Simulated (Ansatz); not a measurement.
# CH5AlO: the cost of one run

Method: PBE0-D4/def2-TZVP structures, single points in def2-TZVPP, no counterpoise correction; program: Ansatz 0.2.0, Gaussian basis.

Levels: SPW92, PBE-D4, BLYP-D4, r2SCAN-D4, B97M-V, PBE0-D4, B3LYP-D4, r2SCAN0-D4, BHLYP-D4, CAM-B3LYP-D4, wB97X-V, wB97M-V, B2PLYP, PBE-QIDH, RPA on PBE, Hartree-Fock, MP2, CCSD, CCSD(T).

Correlated methods freeze the cores. B3LYP uses VWN-RPA correlation. B2PLYP carries no dispersion term here.

56 further runs of the same task are left out: 56 set aside as unsound or not needed.

## Step 1: The starting structure

The complex: 17 atoms, charge 0, spin multiplicity 1.

Atoms are counted from 1 here; the program's logs count them from 0.

Bond lengths: Al1–H5 1.591 Å, Al1–C6 1.963 Å, Al1–O7 1.721 Å, C2–C3 1.486 Å, C2–C4 1.338 Å, C2–H8 1.089 Å, C3–H9 1.092 Å, C3–H10 1.095 Å, C3–H11 1.091 Å, C4–H12 1.085 Å, C4–H13 1.085 Å, C6–H14 1.094 Å, C6–H15 1.096 Å, C6–H16 1.094 Å, O7–H17 0.955 Å. Angles: H5–Al1–C6 120.1°, H5–Al1–O7 115.3°, C6–Al1–O7 119.2°, C3–C2–C4 125.2°, C3–C2–H8 116.7°, C4–C2–H8 118.0°, C2–C3–H9 111.2°, C2–C3–H10 109.6°, C2–C3–H11 111.7°, H9–C3–H10 106.9°, H9–C3–H11 108.9°, H10–C3–H11 108.4°, C2–C4–H12 121.1°, C2–C4–H13 121.4°, H12–C4–H13 117.3°, Al1–C6–H14 114.0°, Al1–C6–H15 109.0°, Al1–C6–H16 112.3° and more.

As a file:

```xyz
17
charge 0, multiplicity 1
Al    0.2828    1.4320    0.4459
C     0.4152   -0.8538   -0.9360
C    -0.7503   -1.7617   -0.7733
C     0.4566    0.2113   -1.7448
H    -0.4258    2.5454   -0.4420
C    -0.7314    0.4876    1.8363
O     1.9862    1.6059    0.6201
H     1.3152   -1.1085   -0.3787
H    -1.0139   -1.8813    0.2799
H    -0.4965   -2.7569   -1.1520
H    -1.6238   -1.3992   -1.3169
H     1.3689    0.7853   -1.8703
H    -0.4003    0.5004   -2.3436
H    -0.2383   -0.4148    2.2103
H    -0.8644    1.1552    2.6953
H    -1.7347    0.2089    1.5004
H     2.4547    1.2444    1.3695
```

Its parts: CH₅AlO holds atoms 1, 5, 6, 7, 14, 15, 16, 17; C₃H₆ holds atoms 2, 3, 4, 8, 9, 10, 11, 12, 13. Each part counts its atoms afresh in its own runs.

## Step 2: Relaxing CH₅AlO alone

relax-a/in.yaml

```yaml
crystal:
  periodic: [false, false, false]
  atoms:
    - {symbol: Al, position_ang: [0.282814, 1.431993, 0.445861]}
    - {symbol: H, position_ang: [-0.425816, 2.545379, -0.442045]}
    - {symbol: C, position_ang: [-0.731395, 0.487611, 1.836283]}
    - {symbol: O, position_ang: [1.986168, 1.605884, 0.620146]}
    - {symbol: H, position_ang: [-0.238339, -0.414846, 2.210253]}
    - {symbol: H, position_ang: [-0.864372, 1.155178, 2.695344]}
    - {symbol: H, position_ang: [-1.734720, 0.208922, 1.500398]}
    - {symbol: H, position_ang: [2.454741, 1.244421, 1.369461]}
basis:
  gaussian: {orbitals: def2-TZVP}
hamiltonian: {xc: pbe0, dispersion: d4}
relax: {f_tol: 0.005, max_steps: 200}
```

On the command line:

```sh
ansatz run in.yaml --threads 2 --pin off --events-out ev --progress --plain --max-ram 32768MiB --backend cpu
```

What time and memory should one allow on 2 threads of AMD EPYC 7R13, shared host?

About 53 s, with a peak of 0.73 GiB.
